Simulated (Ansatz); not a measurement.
# Ge2H6: the cost of one run

The runs use Ansatz 0.2.0; UKS SPW92 (LDA)/def2-TZVP.

## 1. The system as given

8 atoms, charge 0, spin multiplicity 1.

Atoms are counted from 1 here; the program's logs count them from 0.

Bond lengths: Ge1–Ge2 2.436 Å, Ge1–H6 1.552 Å, Ge1–H7 1.552 Å, Ge1–H8 1.552 Å, Ge2–H3 1.552 Å, Ge2–H4 1.552 Å, Ge2–H5 1.552 Å. Angles: Ge2–Ge1–H6 110.4°, Ge2–Ge1–H7 110.5°, Ge2–Ge1–H8 110.4°, H6–Ge1–H7 108.5°, H6–Ge1–H8 108.5°, H7–Ge1–H8 108.5°, Ge1–Ge2–H3 110.4°, Ge1–Ge2–H4 110.4°, Ge1–Ge2–H5 110.4°, H3–Ge2–H4 108.5°, H3–Ge2–H5 108.5°, H4–Ge2–H5 108.5°.

As a file:

```
atom    x (Å)    y (Å)    z (Å)
 Ge1  -0.0035   0.0079  -1.2179
 Ge2   0.0033  -0.0074   1.2179
  H3   0.8440   1.1763   1.7649
  H4   0.6136  -1.3314   1.7489
  H5  -1.4430   0.1219   1.7644
  H6   1.4489  -0.0147  -1.7631
  H7  -0.7095   1.2826  -1.7506
  H8  -0.7537  -1.2353  -1.7645
```

This geometry comes from a loose relaxation at PBE in a small basis, which is not shown.

## 5. Setting up the map

First coordinate, normal mode 5 (536 cm⁻¹, of the parent): 15 values from −0.480 amu½·Å. Second coordinate, normal mode 6 (536 cm⁻¹, of the parent): 15 values from −0.480 amu½·Å.

Nothing else is relaxed (straight displacements along the two mass-weighted modes). Energies count from the ion of charge +1 at the geometry of the relaxed parent of charge +0. Points are written as (first, second).

The modes come from a phonon run on the reference cell, made beforehand.

The patterns, per unit of each coordinate (Å):

```
atom      x1      y1      z1      x2      y2      z2
 Ge1  -0.005   0.024   0.000  -0.024  -0.005   0.000
 Ge2   0.005  -0.024   0.000   0.024   0.005   0.000
  H3  -0.095   0.201  -0.321  -0.221   0.009   0.317
  H4  -0.005   0.168   0.437  -0.250  -0.079   0.122
  H5  -0.026   0.262  -0.111  -0.160  -0.055  -0.438
  H6   0.026  -0.262   0.110   0.160   0.055   0.438
  H7   0.004  -0.168  -0.437   0.249   0.079  -0.122
  H8   0.095  -0.200   0.322   0.221  -0.008  -0.317
```

(The set-up runs are not shown.)

## 6. Grid point (0.480 amu½·Å, −0.480 amu½·Å)

Contents of input.yaml:

```yaml
crystal:
  periodic: [false, false, false]
  atoms:
    - { symbol: Ge, position_ang: [0.005858, 0.021234, -1.193318] }
    - { symbol: Ge, position_ang: [-0.00583, -0.021316, 1.193319] }
    - { symbol: H, position_ang: [0.855225, 1.288498, 1.42836] }
    - { symbol: H, position_ang: [0.7728, -1.179907, 1.872445] }
    - { symbol: H, position_ang: [-1.371025, 0.222225, 1.891422] }
    - { symbol: H, position_ang: [1.371494, -0.218243, -1.891961] }
    - { symbol: H, position_ang: [-0.776175, 1.177982, -1.871673] }
    - { symbol: H, position_ang: [-0.852043, -1.290605, -1.428462] }
magnetization:
  spin_polarized: true
  initial_magnetization: 1
total_charge: 1
basis:
  gaussian: { orbitals: def2-TZVP }
hamiltonian:
  xc: lda
output:
  forces: true
```

Launch:

```
ansatz run input.yaml --threads 1 --pin off --max-ram 2560MiB --backend cpu --events-out ev --progress --plain --runs-dir out
```

**Question.** How long does this run take on 1 thread of Arm Neoverse V2, shared host, and how much memory does it need?

About 4.5 s, with a peak of 0.22 GiB.
